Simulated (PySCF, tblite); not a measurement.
**C5H15AlOSi: geometry, infrared bands and NMR shifts**

Wanted: the infrared bands and NMR shifts of C5H15AlOSi (`[AlH3-][O+]1CC[C@H](C[SiH3])C1`), by calculation.

Computed with tblite 0.8.0 and PySCF 2.14.0, with density-fitted response routines of our own, on a single molecule in the gas phase. Atoms are numbered from 0 throughout.

**1. Starting geometry**

23 atoms, charge 0, multiplicity 1; geometry from: force field or distance geometry start.

Bonds of the start (Å): Al0–O1 1.83, O1–C2 1.38, C2–C3 1.50, C3–C4 1.52, C4–C5 1.49, C5–Si6 1.87, C4–C7 1.50, C7–O1 1.41, Al0–H8 1.62, Al0–H9 1.59, Al0–H10 1.60, C2–H11 1.14, C2–H12 1.10, C3–H13 1.10, C3–H14 1.11, C4–H15 1.12, C5–H16 1.11, C5–H17 1.13, Si6–H18 1.45, Si6–H19 1.49, Si6–H20 1.48, C7–H21 1.09, C7–H22 1.13.

**2. Geometry optimisation with GFN2-xTB**

What the job is given:

```
{"job": {"kind": "relax", "xc": "GFN2-xTB", "basis": "xTB"}, "charge": 0, "multiplicity": 1}
Al    -2.798400     0.693600     0.294600
O     -1.786600    -0.805700     0.031100
C     -1.236500    -0.792000    -1.233400
C      0.167400    -0.262400    -1.168800
C      0.337800     0.126600     0.286500
C      1.652100    -0.246400     0.883200
Si     3.114800     0.525700     0.010600
C     -0.720000    -0.703300     0.941900
H     -2.048600     1.715900     1.295900
H     -3.032300     1.424600    -1.102700
H     -4.192900     0.263900     0.948200
H     -1.894000    -0.105700    -1.856000
H     -1.217600    -1.805300    -1.651500
H      0.912400    -1.003300    -1.506300
H      0.214500     0.652900    -1.803700
H      0.131600     1.220900     0.414800
H      1.650800     0.037600     1.957000
H      1.756400    -1.367600     0.856900
H      3.833600    -0.469500    -0.756100
H      3.967300     1.196400     1.028100
H      2.632100     1.607800    -0.879100
H     -0.357100    -1.712800     1.155900
H     -1.091500    -0.164800     1.862900
```

Command:

```
OMP_NUM_THREADS=1 python probes_run.py task.json out
```

One launch serves the whole session: the jobs run in the order shown.

**Question.** This job is followed by: GFN2-xTB harmonic vibrations, gas phase; GIAO PBE0/pcSseg-1 NMR shielding, non-relativistic, gas phase. What will the session give for the following? strongest single infrared mode (GFN2-xTB); zero-point energy (GFN2-xTB); 13C shifts against TMS (PBE0/pcSseg-1); 1H shifts against TMS (PBE0/pcSseg-1, means over atoms taken as alike); 27Al shifts against AlH4- (PBE0/pcSseg-1); 17O shifts against H2O (PBE0/pcSseg-1); 29Si shifts against TMS (PBE0/pcSseg-1).

The runs gave:

| quantity | value |
| --- | --- |
| strongest single infrared mode (GFN2-xTB) | 780 cm⁻¹, 937 km/mol |
| zero-point energy (GFN2-xTB) | 110.8 kcal/mol |
| 13C shifts against TMS (PBE0/pcSseg-1) | 81.9, 73.5, 39.1, 35.4, 12.7 ppm |
| 1H shifts against TMS (PBE0/pcSseg-1, means over atoms taken as alike) | 4.68, 4.61, 4.22, 4.10, 3.92, 3.28, 2.45, 2.37, 1.34, 0.99, 0.36 ppm |
| 27Al shifts against AlH4- (PBE0/pcSseg-1) | 79.5 ppm |
| 17O shifts against H2O (PBE0/pcSseg-1) | 54.1 ppm |
| 29Si shifts against TMS (PBE0/pcSseg-1) | -72.3 ppm |

Relaxing lowered the energy by 0.996 eV in 161 steps; the close pair that moved most is C2–H11, from 1.136 to 1.090 Å. No mode is imaginary among the 63: a minimum at this level. Unscaled tight-binding wavenumbers are off by several per cent, some by more. Its intensities can rank the bands wrongly. At PBE0/pcSseg-1: The largest span, 159 ppm, is at O1, where the paramagnetic term is -121 ppm.
